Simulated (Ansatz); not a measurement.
# CH7B2NO, SMILES BC(N)BO: a geometry optimisation

Computed with Ansatz 0.2.0, Python API.

Notebook, run cell by cell (the value of a cell's last expression is shown):

In [1]:
```python
import itertools

import ansatz as az
from ase import Atoms
from ase.data import atomic_numbers, covalent_radii
import numpy as np
```

In [2]:
```python
config = {
    'basis_set': '6-31G*',
    'xc': 'pbe0',
}
```

In [3]:
```python
atoms = Atoms(['B', 'C', 'N', 'B', 'O', 'H', 'H', 'H', 'H', 'H', 'H', 'H'], positions=[
    (-0.9676, 0.73, 0.832),
    (0.0282, -0.3568, 0.4066),
    (1.3613, 0.0902, 0.6879),
    (-0.0502, -0.6557, -1.1542),
    (0.2031, 0.3434, -2.1666),
    (-1.8566, 0.5555, 1.6152),
    (-0.9192, 1.8585, 0.352),
    (-0.1582, -1.2616, 0.9748),
    (2.0575, -0.6736, 0.5122),
    (1.4829, 0.2327, 1.7587),
    (-0.4682, -1.7437, -1.4807),
    (-0.6359, 0.8259, -2.3037),
])
molecule = az.Crystal.molecule_from_ase(atoms)

model = (
    molecule.calculation()
    .basis(gaussian=config['basis_set'])
    .functional(config['xc'])
)
symbols = [site.symbol for site in molecule.cartesian_sites]
start = np.array([site.position_ang for site in molecule.cartesian_sites], dtype=float)
def progress(event):
    if event['event'] == 'relax_step':
        row = event['data']
        print(f'step {row["step"]:3d}  E = {row["lagrangian_ev"]:.6f} eV  largest force component {row["allowed_force_max_ev_ang"]:.4f} eV/A')
```

In [4]:
```python
report = model.relax(force_tolerance=0.01).session().plan().execute(on_event=progress).report
end = np.array(report['positions_ang'])
```
```text
step   1  E = -6032.044545 eV  largest force component 2.8819 eV/A
step   2  E = -6032.346469 eV  largest force component 2.3074 eV/A
step   3  E = -6032.541842 eV  largest force component 2.5597 eV/A
step   4  E = -6032.733367 eV  largest force component 2.5262 eV/A
step   5  E = -6033.173612 eV  largest force component 1.3659 eV/A
step   6  E = -6033.365440 eV  largest force component 0.7762 eV/A
step   7  E = -6033.485318 eV  largest force component 0.5308 eV/A
step   8  E = -6033.572609 eV  largest force component 0.8301 eV/A
step   9  E = -6033.642164 eV  largest force component 0.7646 eV/A
step  10  E = -6033.719423 eV  largest force component 0.4963 eV/A
step  11  E = -6033.780066 eV  largest force component 0.2402 eV/A
step  12  E = -6033.828027 eV  largest force component 0.4777 eV/A
step  13  E = -6033.774691 eV  largest force component 1.9067 eV/A
step  14  E = -6033.843915 eV  largest force component 0.2308 eV/A
step  15  E = -6033.851250 eV  largest force component 0.1124 eV/A
step  16  E = -6033.849338 eV  largest force component 0.2306 eV/A
step  17  E = -6033.853924 eV  largest force component 0.0744 eV/A
step  18  E = -6033.855280 eV  largest force component 0.0417 eV/A
step  19  E = -6033.855377 eV  largest force component 0.0300 eV/A
step  20  E = -6033.855550 eV  largest force component 0.0204 eV/A
step  21  E = -6033.855556 eV  largest force component 0.0118 eV/A
step  22  E = -6033.855580 eV  largest force component 0.0072 eV/A
```

In [5]:
```python
print(f'E = {report["free_energy_ev"]:.6f} eV = {report["free_energy_ev"] / 27.211386246:.7f} Ha')
print('converged:', report['converged'], ' doubts:', report['published_state_doubts'] or 'none')
```
```text
E = -6033.855600 eV = -221.7401034 Ha
converged: True  doubts: none
```

In [6]:
```python
# pairs closer than 1.2 times the sum of covalent radii, before or after
radius = [covalent_radii[atomic_numbers[s]] for s in symbols]
span = lambda where, i, j: np.linalg.norm(where[i] - where[j])
bonded = [(i, j) for i, j in itertools.combinations(range(len(symbols)), 2) if min(span(start, i, j), span(end, i, j)) < 1.2 * (radius[i] + radius[j])]
print('pair        before    after (A)')
for i, j in bonded:
    print(f'{symbols[i]}{i}-{symbols[j]}{j}'.ljust(10), f'{span(start, i, j):8.4f} {span(end, i, j):8.4f}')
for first, second in list(itertools.combinations(bonded, 2)):
    shared = set(first) & set(second)
    if shared and symbols[(j := shared.pop())] != 'H':
        i, k = sorted((set(first) | set(second)) - {j})
        u, v = end[i] - end[j], end[k] - end[j]
        angle = np.degrees(np.arccos(np.clip(u @ v / np.linalg.norm(u) / np.linalg.norm(v), -1, 1)))
        print(f'final angle {symbols[i]}{i}-{symbols[j]}{j}-{symbols[k]}{k}: {angle:.2f} deg')
```
```text
pair        before    after (A)
B0-C1        1.5342   1.5357
B0-H5        1.1976   1.1979
B0-H6        1.2273   1.2026
C1-N2        1.4339   1.4707
C1-B3        1.5911   1.6193
C1-H7        1.0846   1.1044
N2-H8        1.0483   1.0150
N2-H9        1.0871   1.0144
B3-O4        1.4448   1.3391
B3-H10       1.2104   1.1972
O4-H11       0.9775   0.9932
final angle C1-B0-H5: 119.61 deg
final angle C1-B0-H6: 121.08 deg
final angle B0-C1-N2: 117.73 deg
final angle B0-C1-B3: 102.93 deg
final angle B0-C1-H7: 108.62 deg
final angle H5-B0-H6: 119.25 deg
final angle N2-C1-B3: 106.75 deg
final angle N2-C1-H7: 114.75 deg
final angle C1-N2-H8: 111.34 deg
final angle C1-N2-H9: 111.77 deg
final angle B3-C1-H7: 104.50 deg
final angle C1-B3-O4: 114.72 deg
final angle C1-B3-H10: 124.77 deg
final angle H8-N2-H9: 107.41 deg
final angle O4-B3-H10: 120.51 deg
final angle B3-O4-H11: 103.95 deg
```

What to keep in mind:
- Total energies depend on the basis set; only differences at equal settings carry meaning.
- The end point is the stationary point reached from this start; no frequency run checks that it is a minimum, and the basis set is modest.
- Finished in 81 s on 1 thread of AMD EPYC 7B13 (Zen 3) (shared host), peak memory 0.26 GiB.
